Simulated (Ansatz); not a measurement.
# H4CO: the cost of one run

Method: DFT PBE, plane waves, PAW, scalar-relativistic, no spin polarisation, in Ansatz 0.2.0.

## Step 1: The starting structure

The cell holds 36 atoms (C6H24O6): a = 7.619 Å, b = 7.619 Å, c = 7.619 Å, α = 90.00°, β = 90.00°, γ = 90.00°.

The coordinates stand in the first input below.

## Step 2: Relaxing the start

input.yaml reads:

```yaml
crystal:
  lattice:
    - [7.61856, 0.0, 0.0]
    - [0.0, 7.61856, 0.0]
    - [0.0, 0.0, 7.61856]
  atoms:
    - { symbol: C, position: [0.7205244, 0.6278842, 0.591593] }
    - { symbol: O, position: [0.6999031, 0.724371, 0.7501778] }
    - { symbol: H, position: [0.8611008, 0.6226608, 0.5658397] }
    - { symbol: H, position: [0.5751987, 0.7303238, 0.7751568] }
    - { symbol: H, position: [0.6710722, 0.4931568, 0.6028269] }
    - { symbol: H, position: [0.6559475, 0.6918569, 0.4799663] }
    - { symbol: C, position: [0.3164836, 0.5734518, 0.8300591] }
    - { symbol: O, position: [0.2404672, 0.4071968, 0.7917854] }
    - { symbol: H, position: [0.2075554, 0.6620053, 0.8573567] }
    - { symbol: H, position: [0.3358289, 0.3265293, 0.7670976] }
    - { symbol: H, position: [0.4019448, 0.5690677, 0.9458191] }
    - { symbol: H, position: [0.391453, 0.6260799, 0.7190047] }
    - { symbol: C, position: [0.1356819, 0.9197967, 0.4304833] }
    - { symbol: O, position: [0.0058427, 0.8603127, 0.3101192] }
    - { symbol: H, position: [0.1372099, 0.8252431, 0.5377658] }
    - { symbol: H, position: [0.0027009, 0.9431797, 0.2135077] }
    - { symbol: H, position: [0.2669253, 0.924128, 0.3714952] }
    - { symbol: H, position: [0.1047452, 1.0496318, 0.4844181] }
    - { symbol: C, position: [0.9220914, 0.3060461, 0.8998519] }
    - { symbol: O, position: [0.932934, 0.1375779, 0.9797582] }
    - { symbol: H, position: [0.7860806, 0.3481327, 0.9133431] }
    - { symbol: H, position: [1.0534628, 0.0980066, 0.9689188] }
    - { symbol: H, position: [1.0065513, 0.4028346, 0.9648266] }
    - { symbol: H, position: [0.9550935, 0.3022675, 0.7597813] }
    - { symbol: C, position: [0.6971812, 0.1247672, 0.6105304] }
    - { symbol: O, position: [0.8115519, 0.1311181, 0.4630072] }
    - { symbol: H, position: [0.6292424, -0.0008626, 0.6032019] }
    - { symbol: H, position: [0.8732587, 0.2423971, 0.4674605] }
    - { symbol: H, position: [0.7686597, 0.1308691, 0.7353374] }
    - { symbol: H, position: [0.5990161, 0.2300329, 0.6080865] }
    - { symbol: C, position: [0.5985052, 0.9153527, 0.1903357] }
    - { symbol: O, position: [0.6315157, 0.7335131, 0.1633401] }
    - { symbol: H, position: [0.4605993, 0.9260999, 0.2266495] }
    - { symbol: H, position: [0.7540273, 0.7214951, 0.1308277] }
    - { symbol: H, position: [0.6782513, 0.9700836, 0.2969578] }
    - { symbol: H, position: [0.6206089, 0.9931301, 0.0712336] }
basis:
  ecutwfc: 420.0
kpoints:
  mp_grid: { grid: [1, 1, 1] }
hamiltonian:
  xc: pbe
scf:
  occupations: { method: fermi_dirac, width: 0.05 }
  lower_state_search: "off"
relax:
  f_tol: 0.3
  max_steps: 15
  adjacent_minimum: "off"
```

Started as:

```console
$ ansatz run input.yaml --threads 1 --pin off --max-ram 3072MiB --backend cpu --events-out ev --progress --plain --runs-dir out
```

What time and memory should one allow on 1 thread of Arm Neoverse V2, shared host?

About 42 s, with a peak of 0.43 GiB.
